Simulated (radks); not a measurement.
# Nb⁴⁺ in [Kr] 4d1: an all-electron calculation

An exercise on one series of results from a longer session: the logs are not shown, and one member is left open.

Method: scalar-relativistic Kohn-Sham, TASK exchange with Perdew-Wang LDA correlation, spin-polarised, spherical densities, finite nucleus; open shells are filled with parallel spins first. Code: radks (a radial shooting solver on a logarithmic mesh, Libxc functionals) version 1.

### The atom as given

```
element            : niobium (Z = 41)
charge             : +4
electrons          : 37
configuration      : [Kr] 4d1
nuclear rms radius : 4.324 fm
```

The outer shells:

Nb⁴⁺
```
[Kr] core
4d [↑ ][  ][  ][  ][  ]
```

Set-up of the first run:

Input:

```text
Z 41
configuration [Kr] 4d1
relativity scalar-relativistic
functional task,pw
spin polarised
nucleus finite rms 4.324 fm
c 137.035999084
```

One table of the session follows, with a row left open; its other results are not shown here.

It belongs to the step «Orbitals and density». From the orbitals of this run (lengths in bohr):

```
  level      <r>  outermost maximum (interpolated)  90 % within  nodes
1s down  0.03613                            0.0235       0.0647      0
  1s up  0.03613                            0.0235       0.0647      0
  2s up   0.1582                             0.133        0.245      1
2s down   0.1582                             0.133        0.245      1
  2p up   0.1379                             0.106        0.225      0
2p down   0.1379                             0.106        0.225      0
  3s up   0.4433                             0.396        0.656      2
3s down   0.4434                             0.396        0.656      2
  3p up   0.4456                             0.389        0.674      1
3p down        ?                                 ?            ?      ?
  3d up   0.4324                             0.335        0.693      0
3d down   0.4324                             0.335        0.693      0
  4s up    1.146                              1.03         1.66      3
4s down    1.140                              1.03         1.65      3
  4p up    1.254                              1.11         1.84      2
4p down    1.246                              1.11         1.83      2
  4d up    1.559                              1.34         2.35      1
4d down    1.543                              1.33         2.33      1
```

Estimate the missing values for 3p down.

**Answer.** <r>: 0.4457; outermost maximum (interpolated): 0.389; 90 % within: 0.674; nodes: 1. In the column «<r>» it lies between 3p up (0.4456) and 4s down (1.140).

To keep in mind: Open shells are spherical and high-spin; term and fine-structure splittings are not resolved.
